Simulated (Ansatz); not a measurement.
# C₃H₈B₂S: up Jacob's ladder to CCSD(T)

One table from this session's results is given with a row withheld; the runs are named, their logs left out.

Computed with Ansatz 0.2.0, Gaussian basis. Level: functionals in def2-TZVPP, the program's frozen cores in correlated methods.

The runs, in order: PBE-D4, r2SCAN-D4, PBE0-D4, B3LYP-D4, ωB97X-V, ωB97M-V, B2PLYP; CCSD(T)/def2-TZVPP; MP2/def2-QZVPP; extrapolation to the limit.

**The relaxed structure**

All runs share one geometry, relaxed beforehand with PBE0-D4 in a triple-zeta def2 set.

SMILES `BS/C=C/BC`, 14 atoms, charge 0, spin multiplicity 1.

Atoms are counted from 1 here; the program's logs count them from 0.

Bond lengths: B1–S2 1.763 Å, B1–H7 1.192 Å, B1–H8 1.191 Å, S2–C3 1.749 Å, C3–C4 1.340 Å, C3–H9 1.086 Å, C4–B5 1.543 Å, C4–H10 1.089 Å, B5–C6 1.560 Å, B5–H11 1.202 Å, C6–H12 1.097 Å, C6–H13 1.092 Å, C6–H14 1.097 Å. Angles: S2–B1–H7 120.4°, S2–B1–H8 116.3°, H7–B1–H8 123.3°, B1–S2–C3 104.3°, S2–C3–C4 123.3°, S2–C3–H9 114.6°, C4–C3–H9 122.1°, C3–C4–B5 122.1°, C3–C4–H10 117.4°, B5–C4–H10 120.4°, C4–B5–C6 124.9°, C4–B5–H11 117.5°, C6–B5–H11 117.6°, B5–C6–H12 109.1°, B5–C6–H13 117.0°, B5–C6–H14 109.2°, H12–C6–H13 108.2°, H12–C6–H14 104.5° and more.

As a file:

| atom | x (Å) | y (Å) | z (Å) |
| --- | --- | --- | --- |
| B1 | 1.5138 | -2.6307 | -1.4394 |
| S2 | 0.1881 | -2.5410 | -0.2810 |
| C3 | -0.0333 | -0.8280 | -0.0081 |
| C4 | -0.9589 | -0.3291 | 0.8220 |
| B5 | -1.1305 | 1.1887 | 1.0429 |
| C6 | -0.2769 | 2.2941 | 0.3483 |
| H7 | 2.0308 | -1.6352 | -1.8430 |
| H8 | 1.8444 | -3.7231 | -1.7784 |
| H9 | 0.6437 | -0.1899 | -0.5681 |
| H10 | -1.5978 | -1.0382 | 1.3457 |
| H11 | -1.9865 | 1.5455 | 1.8074 |
| H12 | -0.9439 | 2.9774 | -0.1919 |
| H13 | 0.4991 | 1.9593 | -0.3426 |
| H14 | 0.1950 | 2.9209 | 1.1151 |

The first run:

in.yaml reads:

```yaml
crystal:
  periodic: [false, false, false]
  atoms:
    - {symbol: B, position_ang: [1.513813, -2.630700, -1.439431]}
    - {symbol: S, position_ang: [0.188071, -2.541002, -0.280973]}
    - {symbol: C, position_ang: [-0.033266, -0.827984, -0.008095]}
    - {symbol: C, position_ang: [-0.958894, -0.329076, 0.821974]}
    - {symbol: B, position_ang: [-1.130489, 1.188655, 1.042915]}
    - {symbol: C, position_ang: [-0.276890, 2.294129, 0.348324]}
    - {symbol: H, position_ang: [2.030780, -1.635179, -1.843009]}
    - {symbol: H, position_ang: [1.844369, -3.723053, -1.778404]}
    - {symbol: H, position_ang: [0.643728, -0.189902, -0.568149]}
    - {symbol: H, position_ang: [-1.597750, -1.038187, 1.345747]}
    - {symbol: H, position_ang: [-1.986515, 1.545461, 1.807427]}
    - {symbol: H, position_ang: [-0.943893, 2.977355, -0.191897]}
    - {symbol: H, position_ang: [0.499051, 1.959316, -0.342591]}
    - {symbol: H, position_ang: [0.194986, 2.920866, 1.115061]}
basis:
  gaussian: {orbitals: def2-TZVPP}
hamiltonian: {xc: pbe, dispersion: d4}
output: {forces: true, orbitals: {seedname: orbitals}}
```

Started as:

```bash
$ ansatz run in.yaml --threads 4 --pin off --events-out ev --progress --plain --max-ram 10444MiB
```

Among the steps run: PBE-D4 (GGA); r2SCAN-D4 (meta-GGA); PBE0-D4 (hybrid); B3LYP-D4 (hybrid); ωB97X-V (range-separated); ωB97M-V (range-separated); B2PLYP (double hybrid); CCSD(T) in def2-TZVPP; MP2 in def2-QZVPP.

One table of the session follows, with a row left open; its other results are not shown here.

```
            method  atomisation energy (kJ/mol)
            PBE-D4                       5584.3
         r2SCAN-D4                       5504.5
           PBE0-D4                            ?
          B3LYP-D4                       5477.6
           ωB97X-V                       5461.3
           ωB97M-V                       5480.5
            B2PLYP                       5415.1
     HF/def2-TZVPP                       4165.7
    MP2/def2-TZVPP                       5399.0
   CCSD/def2-TZVPP                       5233.3
CCSD(T)/def2-TZVPP                       5311.5
           MP2/CBS                       5516.0
       CCSD(T)/CBS                       5428.5
```

**Question.** Estimate the row for PBE0-D4.

**Answer.** atomisation energy (kJ/mol): 5511.7. In the column «atomisation energy (kJ/mol)» it lies between r2SCAN-D4 (5504.5) and MP2/CBS (5516.0).
